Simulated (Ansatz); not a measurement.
# CuO: the cost of one run

Method: DFT r²SCAN+U (U_eff = 4 eV on Cu d), plane waves, PAW, in Ansatz 0.2.0.

## Step 1: The starting structure

It takes space group P4_2/mmc (No. 131, tetragonal). Conventional cell: a = 3.422 Å, b = 3.422 Å, c = 4.260 Å, α = 90.00°, β = 90.00°, γ = 90.00°. Around Cu (site symmetry mmm) lie 4 O at 2.02 Å. Around O (site symmetry -4m2) lie 4 Cu at 2.02 Å.

Structure file:

```xyz
4
Lattice="3.4221 0.0000 0.0000 0.0000 3.4221 0.0000 0.0000 0.0000 4.2605" Properties=species:S:1:pos:R:3 pbc="T T T"
Cu    0.0000    1.7110    0.0000
Cu    1.7110    0.0000    2.1302
O     0.0000    0.0000    1.0651
O     0.0000    0.0000    3.1953
```

Magnetic order typed: opposed in the cell.

An earlier series on this cell reached its lowest free state from «random orbitals: single harmonics, first filling», perhaps among other starts.

## Step 2: Random orbitals: single harmonics, second filling

File input.yaml:

```yaml
crystal:
  lattice:
    - [3.42205097, 0.0, 0.0]
    - [0.0, 3.42205097, 0.0]
    - [0.0, 0.0, 4.26046148]
  atoms:
    - { symbol: Cu, position: [0.0, 0.5, 0.0], spin: 1.0 }
    - { symbol: Cu, position: [0.5, 0.0, 0.5], spin: -1.0 }
    - { symbol: O, position: [0.0, 0.0, 0.25] }
    - { symbol: O, position: [0.0, 0.0, 0.75] }
basis:
  ecutwfc: 500
  ecutrho_ratio: 4
kpoints:
  mp_grid: { grid: [6, 6, 5] }
hamiltonian:
  xc: r2scan
  hubbard:
    sites:
      - { site: 0, l: d, u_eff: 4.0, starting_ns: [{ spin: up, occupation_matrix: s0up }, { spin: down, occupation_matrix: s0down }] }
      - { site: 1, l: d, u_eff: 4.0, starting_ns: [{ spin: up, occupation_matrix: s1up }, { spin: down, occupation_matrix: s1down }] }
    occupation_matrices:
      s0up:
        matrix:
          - [0.97, 0.0, 0.0, 0.0, 0.0]
          - [0.0, 0.97, 0.0, 0.0, 0.0]
          - [0.0, 0.0, 0.97, 0.0, 0.0]
          - [0.0, 0.0, 0.0, 0.97, 0.0]
          - [0.0, 0.0, 0.0, 0.0, 0.97]
      s0down:
        matrix:
          - [0.97, 0.0, 0.0, 0.0, 0.0]
          - [0.0, 0.97, 0.0, 0.0, 0.0]
          - [0.0, 0.0, 0.97, 0.0, 0.0]
          - [0.0, 0.0, 0.0, 0.02, 0.0]
          - [0.0, 0.0, 0.0, 0.0, 0.97]
      s1up:
        matrix:
          - [0.02, 0.0, 0.0, 0.0, 0.0]
          - [0.0, 0.97, 0.0, 0.0, 0.0]
          - [0.0, 0.0, 0.97, 0.0, 0.0]
          - [0.0, 0.0, 0.0, 0.97, 0.0]
          - [0.0, 0.0, 0.0, 0.0, 0.97]
      s1down:
        matrix:
          - [0.97, 0.0, 0.0, 0.0, 0.0]
          - [0.0, 0.97, 0.0, 0.0, 0.0]
          - [0.0, 0.0, 0.97, 0.0, 0.0]
          - [0.0, 0.0, 0.0, 0.97, 0.0]
          - [0.0, 0.0, 0.0, 0.0, 0.97]
    ns_hold: { iters: 5 }
scf:
  occupations: { method: gaussian, width: 0.05 }
  lower_state_search: "off"
  max_iter: 150
output:
  forces: true
  stress: true
  eigenvalues: true
  populations: true
  hubbard: { sites: [{ site: 0, l: d }, { site: 1, l: d }] }
magnetization:
  spin_polarized: true
```

The typed matrices put 0.97 on the chosen orbitals and 0.02 on the others, and are held for 5 cycles.

Run with:

```console
> ansatz run input.yaml --threads 4 --pin off --max-ram 6144MiB --backend cpu --events-out ev --progress --plain --runs-dir out
```

Q: Estimate wall time and peak memory on 4 threads of Arm Neoverse V1, shared host.

About 76 s, with a peak of 0.85 GiB.
